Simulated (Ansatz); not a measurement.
# C₂H₇GeNSi: up Jacob's ladder to CCSD(T)

One table from this session's results is given with a row withheld; the runs are named, their logs left out.

Program: Ansatz 0.2.0, Gaussian basis. Level of theory: functionals in def2-TZVPP, the program's frozen cores in correlated methods. These are calculated values, not measurements.

The runs, in order: LDA (SPW92), PBE-D4, revPBE-D4, BLYP-D4, r2SCAN-D4, B97M-V, PBE0-D4, B3LYP-D4, r2SCANh-D4, r2SCAN0-D4, HSE06-D4, BHLYP-D4, CAM-B3LYP-D4, LC-ωPBE, ωB97X-V, ωB97M-V, B2PLYP, PBE-QIDH; CCSD(T)/def2-SVP; CCSD(T)/def2-TZVPP; MP2/def2-QZVPP; extrapolation to the limit; RPA on PBE.

## The relaxed structure

The geometry comes from an earlier relaxation with PBE0-D4 in a triple-zeta def2 set; it is a stationary point, not always the lowest conformer.

SMILES `C[SiH]([GeH3])C#N`, 12 atoms, charge 0, spin multiplicity 1.

Atoms are counted from 1 here; the program's logs count them from 0.

Bond lengths: C1–Si2 1.865 Å, C1–H6 1.092 Å, C1–H7 1.092 Å, C1–H8 1.092 Å, Si2–Ge3 2.380 Å, Si2–C4 1.855 Å, Si2–H9 1.485 Å, Ge3–H10 1.538 Å, Ge3–H11 1.536 Å, Ge3–H12 1.534 Å, C4–N5 1.153 Å. Angles: Si2–C1–H6 110.7°, Si2–C1–H7 110.6°, Si2–C1–H8 110.1°, H6–C1–H7 108.5°, H6–C1–H8 108.4°, H7–C1–H8 108.5°, C1–Si2–Ge3 113.5°, C1–Si2–C4 108.2°, C1–Si2–H9 111.8°, Ge3–Si2–C4 106.5°, Ge3–Si2–H9 110.8°, C4–Si2–H9 105.5°, Si2–Ge3–H10 109.2°, Si2–Ge3–H11 109.7°, Si2–Ge3–H12 110.6°, H10–Ge3–H11 108.7°, H10–Ge3–H12 109.1°, H11–Ge3–H12 109.4° and more.

The first run:

Contents of in.yaml:

```yaml
crystal:
  periodic: [false, false, false]
  atoms:
    - {symbol: C, position_ang: [-1.678107, 0.615715, -0.214516]}
    - {symbol: Si, position_ang: [0.126814, 0.317487, -0.578331]}
    - {symbol: Ge, position_ang: [1.010170, -1.605915, 0.510459]}
    - {symbol: C, position_ang: [1.093585, 1.770003, 0.051723]}
    - {symbol: N, position_ang: [1.695805, 2.654970, 0.479212]}
    - {symbol: H, position_ang: [-1.844598, 0.708625, 0.860336]}
    - {symbol: H, position_ang: [-2.021830, 1.531908, -0.698703]}
    - {symbol: H, position_ang: [-2.278395, -0.218253, -0.585376]}
    - {symbol: H, position_ang: [0.393869, 0.267469, -2.037923]}
    - {symbol: H, position_ang: [0.270231, -2.857339, 0.008267]}
    - {symbol: H, position_ang: [0.801789, -1.484717, 2.027488]}
    - {symbol: H, position_ang: [2.507667, -1.755153, 0.211364]}
basis:
  gaussian: {orbitals: def2-TZVPP}
hamiltonian: {xc: lda}
output: {orbitals: {seedname: orbitals}}
```

Among the steps run: LDA; PBE-D4 (GGA); revPBE-D4 (GGA); BLYP-D4 (GGA); r2SCAN-D4 (meta-GGA); B97M-V (meta-GGA); PBE0-D4 (hybrid); B3LYP-D4 (hybrid); r2SCANh-D4 (hybrid); r2SCAN0-D4 (hybrid); HSE06-D4 (hybrid); BHLYP-D4 (hybrid); CAM-B3LYP-D4 (range-separated); LC-ωPBE (range-separated); ωB97X-V (range-separated); ωB97M-V (range-separated); B2PLYP (double hybrid); PBE-QIDH (double hybrid).

One table of the session follows, with a row left open; its other results are not shown here.

It belongs to the step «Orbital energies across the functionals». 

```
  functional  HOMO (eV)  gap (eV)
 LDA (SPW92)          ?         ?
      PBE-D4      -7.32      5.74
   revPBE-D4      -7.27      5.79
     BLYP-D4      -7.19      5.75
   r2SCAN-D4      -7.59      6.21
      B97M-V      -7.65      6.24
     PBE0-D4      -8.44      7.76
    B3LYP-D4      -8.25      7.36
  r2SCANh-D4      -8.00      6.95
  r2SCAN0-D4      -8.62      8.06
    HSE06-D4      -8.05      7.00
    BHLYP-D4      -9.47      9.74
CAM-B3LYP-D4      -9.71     10.10
     LC-ωPBE     -11.01     12.54
     ωB97X-V     -10.68     12.08
     ωB97M-V     -10.47     11.65
```

**Question.** Estimate the row for LDA (SPW92).

The run gave: HOMO (eV): -7.44; gap (eV): 5.64. In the column «HOMO (eV)» it lies between r2SCAN-D4 (-7.59) and PBE-D4 (-7.32).
